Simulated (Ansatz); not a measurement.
# Beryllium, omega (AlB2-type) under BLYP: from relaxation to bulk modulus

Aim: take beryllium in the omega (AlB2-type) structure, relax it, solve it on a dense k-mesh, then scale the cell to 7 volumes from 88 to 112 % of the relaxed one and try a fit of the equation of state. Spin polarisation is left out. The k-meshes are 10×10×14 for the relaxation; 13×13×19 for the dense run; 12×12×16 for the volumes.

Method: DFT BLYP, plane waves (420 eV) with PAW, scalar-relativistic; PAW files made under PBE, frozen cores solved again for the functional, in Ansatz 0.2.0.

### Step 1. The starting structure

It takes space group P6/mmm (No. 191, hexagonal). The conventional cell has a = 3.579 Å, b = 3.579 Å, c = 2.194 Å, α = 90.00°, β = 90.00°, γ = 120.00°. Be (site symmetry 6/mmm) has 14 Be at 2.19 to 2.34 Å as nearest neighbours. Be (site symmetry -6m2) is surrounded by 11 Be at 2.07 to 2.34 Å.

As a file:

```
Be
1.0
     3.57902    0.00000    0.00000
    -1.78951    3.09953    0.00000
     0.00000    0.00000    2.19394
Be
3
Direct
  0.00000 0.00000 0.00000
  0.33333 0.66667 0.50000
  0.66667 0.33333 0.50000
```

### Step 2. Relaxation of the cell

Input file input.yaml:

```yaml
crystal:
  lattice:
    - [3.5790237631, 0.0, 0.0]
    - [-1.7895118815, 3.0995254996, 0.0]
    - [0.0, 0.0, 2.1939415668]
  atoms:
    - { symbol: Be, position: [0.0, 0.0, 0.0] }
    - { symbol: Be, position: [0.3333333333, 0.6666666667, 0.5] }
    - { symbol: Be, position: [0.6666666667, 0.3333333333, 0.5] }
hamiltonian:
  xc: blyp
  pseudopotentials:
    kind: paw
    azcp:
      Be: "pseudopotentials/Be.paw.azcp"
basis:
  ecutwfc: 420
  fft_grid_basis: typed
kpoints:
  mp_grid: { grid: [10, 10, 14], shift: [0, 0, 0] }
magnetization:
  spin_polarized: false
scf:
  occupations: { method: fermi_dirac, width: 0.1 }
relax:
  max_steps: 60
  f_tol: 0.01
  cell: {}
```

Further steps of the session: The energy on a finer k-mesh; Equation of state: 88 %; Equation of state: 92 %; Equation of state: 96 %; Equation of state: 100 %; Equation of state: 104 %; Equation of state: 108 %; Equation of state: 112 %.

What does the calculation give? Wanted: space group; conventional cell; volume; shortest distance; gap on the mesh; relative to hcp; V₀, B₀, B₀′.

**Answer**, as computed:

```
                      quantity                                   value
space group (spins left aside)                        P6/mmm (No. 191)
             conventional cell  a = 3.568 Å, c = 2.206 Å (c/a = 0.618)
                        volume                           8.105 Å³/atom
             shortest distance                                 2.060 Å
               gap on the mesh            none (levels filled in part)
               relative to hcp                           +197 meV/atom
                   V₀, B₀, B₀′             8.106 Å³/atom, 112 GPa, 3.4
```

**Reading.** The relaxation shrank the cell by 0.1 % in volume. Against the reference form of beryllium (hcp, computed apart with the same settings) it stands 197 meV/atom higher. Levels at the Fermi energy are filled in part, as in a metal. B₀ comes out at 112 GPa; letting shape and positions relax at each volume could only lower it. The symmetry was held, so the structure may be unstable against distortions that break it.
